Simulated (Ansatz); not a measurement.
# ClH3O3Sn: the cost of one run

Program: Ansatz 0.2.0, Gaussian basis. Level of theory: the settings change from run to run. These are calculated values, not measurements.

## (1) The relaxed structure

An earlier PBE0-D4 in a triple-zeta def2 set relaxation fixed the geometry. Sn takes a core potential in def2 sets; no spin-orbit term is included.

SMILES `[OH][Sn]([OH])([OH])[Cl]`, 8 atoms, charge 0, spin multiplicity 1.

Atoms are counted from 1 here; the program's logs count them from 0.

Bond lengths: O1–Sn2 1.940 Å, O1–H6 0.962 Å, Sn2–O3 1.939 Å, Sn2–O4 1.933 Å, Sn2–Cl5 2.305 Å, O3–H7 0.961 Å, O4–H8 0.962 Å. Angles: Sn2–O1–H6 112.7°, O1–Sn2–O3 108.6°, O1–Sn2–O4 113.0°, O1–Sn2–Cl5 107.2°, O3–Sn2–O4 105.6°, O3–Sn2–Cl5 113.6°, O4–Sn2–Cl5 109.0°, Sn2–O3–H7 113.0°, Sn2–O4–H8 111.5°.

## (2) MP2/ANO-RCC-VTZP

This run has atoms shaken by 0.15 Å, correlated electrons set to outside_noble_gas, the search for lower states set to full.

in.yaml reads:

```yaml
crystal:
  periodic: [false, false, false]
  atoms:
    - {symbol: O, position_ang: [-1.081009, 0.996919, 1.265298]}
    - {symbol: Sn, position_ang: [-0.215702, 0.320944, -0.309520]}
    - {symbol: O, position_ang: [1.785090, -0.775748, 0.374852]}
    - {symbol: O, position_ang: [-0.941254, -1.555559, -0.759825]}
    - {symbol: Cl, position_ang: [0.030130, 1.761660, -2.166657]}
    - {symbol: H, position_ang: [-1.185773, 1.664410, 1.417440]}
    - {symbol: H, position_ang: [2.020597, 0.322002, 1.344268]}
    - {symbol: H, position_ang: [-0.175469, -2.330982, -0.491658]}
basis:
  gaussian: {orbitals: ANO-RCC-VTZP}
hamiltonian: {xc: {name: HF}}
correlation: {method: mp2, electrons: outside_noble_gas}
scf: {lower_state_search: full}
output: {forces: true}
```

On the command line:

```bash
ansatz run in.yaml --threads 4 --pin off --events-out ev --progress --plain --max-ram 10444MiB
```

What time and memory should one allow on 4 threads of INTEL XEON PLATINUM 8581C at 2.10GHz, shared host?

About 20 s, with a peak of 1.1 GiB.
